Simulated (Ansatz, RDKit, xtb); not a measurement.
# CH9ClSi4: which of the isomers drawn lies lowest?

A sample of isomers of CH9ClSi4 is drawn. Aim: find which of them has the lowest free energy at 298.15 K, then its properties. The sample is small against all isomers, and the most stable one of this formula need not be in it.

Plan: many cheap relaxations first (GFN2-xTB), then density-functional screening, relaxation at PBE-D3(BJ)/def2-SVP, vibrations (at GFN2-xTB) and a final energy. The numbers are computed, not measured.

## (1) Drawing up candidates

Isomers were taken from a list of plausible structures; this is a sample, not all of them. That gives 4 candidates.

| label | SMILES | spin |
| --- | --- | --- |
| c337 | C[Si@@H]1[SiH2][SiH2][Si@@H]1Cl | singlet |
| c347 | Cl[Si@@H]1[SiH2]C[SiH2][SiH2]1 | singlet |
| c433 | ClC[SiH]1[SiH2][SiH2][SiH2]1 | singlet |
| c737 | Cl[Si@@H]1C[SiH2][SiH2][SiH2]1 | singlet |

Candidates are built by distance geometry, with a force field where one applies, in up to four conformers (letters a to d).

**Question.** With final energies at CCSD(T)/def2-SVP + MP2/def2-TZVPP - MP2/def2-SVP, which structure will this search put lowest in free energy, and by what margin?

| quantity | value |
| --- | --- |
| lowest structure found | Cl[Si@@H]1C[SiH2][SiH2][SiH2]1, singlet |
| next finalist | Cl[Si@@H]1[SiH2]C[SiH2][SiH2]1, singlet, 2.5 kcal/mol higher in G |
| share at equilibrium, among the finalists | 98.5 % |

The lowest structure found is `Cl[Si@@H]1C[SiH2][SiH2][SiH2]1`. The margin, 2.5 kcal/mol, is modest. HF/STO-3G, r2SCAN-D4/def2-SVP, PBE-D3(BJ)/def2-SVP, HF/def2-SVP and MP2/def2-SVP already put its bonding pattern lowest among the structures in one piece; GFN2-xTB favours the singlet Cl[Si@@H]1[SiH2]C[SiH2][SiH2]1 (c347b, not a finalist). The search is not exhaustive (a finite list of starts, one conformer a finalist), so a lower isomer can't be ruled out. Only 4 drawn patterns were tried, so whole families of isomers are missing, and the result ranks this sample alone.
